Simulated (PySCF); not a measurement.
# From one method to the next for Mg³⁺

Aim: see what other levels and later steps give for Mg³⁺.

The runs use PySCF 2.14.0; method and basis as typed in the scripts.

2 further runs of the same task are left out: 2 that didn't finish.

**1. The atom**

Mg³⁺: 1 atom, charge 3, spin multiplicity 2.

**2. The run that the others are compared with**

Contents of input.py:

```python
from pyscf import gto, scf, ci

mol = gto.M(
    atom='Mg 0 0 0',
    basis='jorge-tzp-dkh',
    charge=3,
    spin=1,
    verbose=4,
)
mf = scf.UHF(mol)
mf = mf.sfx2c1e()
mf.kernel()
ci.CISD(mf, frozen=1).kernel()
mf.dip_moment()
print('orbital energies (hartree):', [e[max(0, n-3):n+3].round(4) for e, n in zip(mf.mo_energy, mol.nelec)])
```

On the command line:

```sh
> OMP_NUM_THREADS=1 python input.py
```

**3. TDHF**

Run 1 changes step after the SCF: cisd → tddft; number of roots: none → 3.

input.py: that of step 2 with these lines changed.

```diff
@@ -1,2 +1,2 @@
-from pyscf import gto, scf, ci
+from pyscf import gto, scf, tdscf
 
@@ -12,3 +12,6 @@
 mf.kernel()
-ci.CISD(mf, frozen=1).kernel()
+td = tdscf.TDHF(mf)
+td.nstates = 3
+td.kernel()
+td.analyze()
 mf.dip_moment()
```

**4. X3lyp (UKS)**

Run 2 changes functional: none (Hartree–Fock) → x3lyp; SCF type: UHF → UKS; step after the SCF: cisd → analyze.

Contents of input.py:

```python
from pyscf import gto, dft

mol = gto.M(
    atom='Mg 0 0 0',
    basis='jorge-tzp-dkh',
    charge=3,
    spin=1,
    verbose=4,
)
mf = dft.UKS(mol, xc='x3lyp')
mf = mf.sfx2c1e()
mf.kernel()
mf.analyze()
print('orbital energies (hartree):', [e[max(0, n-3):n+3].round(4) for e, n in zip(mf.mo_energy, mol.nelec)])
```

**5. CCSD(T)**

Run 3 changes step after the SCF: cisd → ccsd(t).

input.py: that of step 2 with these lines changed.

```diff
@@ -1,2 +1,2 @@
-from pyscf import gto, scf, ci
+from pyscf import gto, scf, cc
 
@@ -12,3 +12,5 @@
 mf.kernel()
-ci.CISD(mf, frozen=1).kernel()
+mycc = cc.CCSD(mf, frozen=1)
+mycc.kernel()
+mycc.ccsd_t()
 mf.dip_moment()
```

**6. O3lyp (UKS)**

Run 4 changes functional: none (Hartree–Fock) → o3lyp; SCF type: UHF → UKS; step after the SCF: cisd → analyze.

Contents of input.py:

```python
from pyscf import gto, dft

mol = gto.M(
    atom='Mg 0 0 0',
    basis='jorge-tzp-dkh',
    charge=3,
    spin=1,
    verbose=4,
)
mf = dft.UKS(mol, xc='o3lyp')
mf = mf.sfx2c1e()
mf.kernel()
mf.analyze()
print('orbital energies (hartree):', [e[max(0, n-3):n+3].round(4) for e, n in zip(mf.mo_energy, mol.nelec)])
```

**7. CCSD**

Run 5 changes step after the SCF: cisd → ccsd; frozen orbitals: 1 → none.

input.py: that of step 2 with these lines changed.

```diff
@@ -1,2 +1,2 @@
-from pyscf import gto, scf, ci
+from pyscf import gto, scf, cc
 
@@ -12,3 +12,4 @@
 mf.kernel()
-ci.CISD(mf, frozen=1).kernel()
+mycc = cc.CCSD(mf)
+mycc.kernel()
 mf.dip_moment()
```

Before running it: what results should come out? Wanted: for each run, E(SCF); from base; gap, α spin; after the SCF.

The runs gave:

| run | E(SCF) (hartree) | from base (eV) | cycles | gap, α spin (eV) | after the SCF |
| --- | --- | --- | --- | --- | --- |
| base | -196.232516 | 0 | 7 | 86.26 | CISD correlation -0.813 eV, core frozen |
| TDHF | -196.232516 | 0.0000 | 7 | 86.26 | lowest root found 0.00 eV |
| x3lyp (UKS) | -196.551764 | not comparable | 17 | 69.43 | n/a |
| CCSD(T) | -196.232516 | 0.0000 | 7 | 86.26 | CCSD(T) correlation -0.823 eV, core frozen |
| o3lyp (UKS) | -196.558052 | not comparable | 25 | 67.09 | n/a |
| CCSD | -196.232516 | 0.0000 | 7 | 86.26 | CCSD correlation -1.219 eV |

What this shows: The α-spin gap between the frontier levels is 67.1 eV with o3lyp (12 % exact exchange) and 69.4 eV with x3lyp (22 %). On the same reference and core, CCSD(T) gains 0.82 eV in 1.6 s; CISD reaches 99 % of that in 1 s. A lower total energy from another functional means nothing by itself.
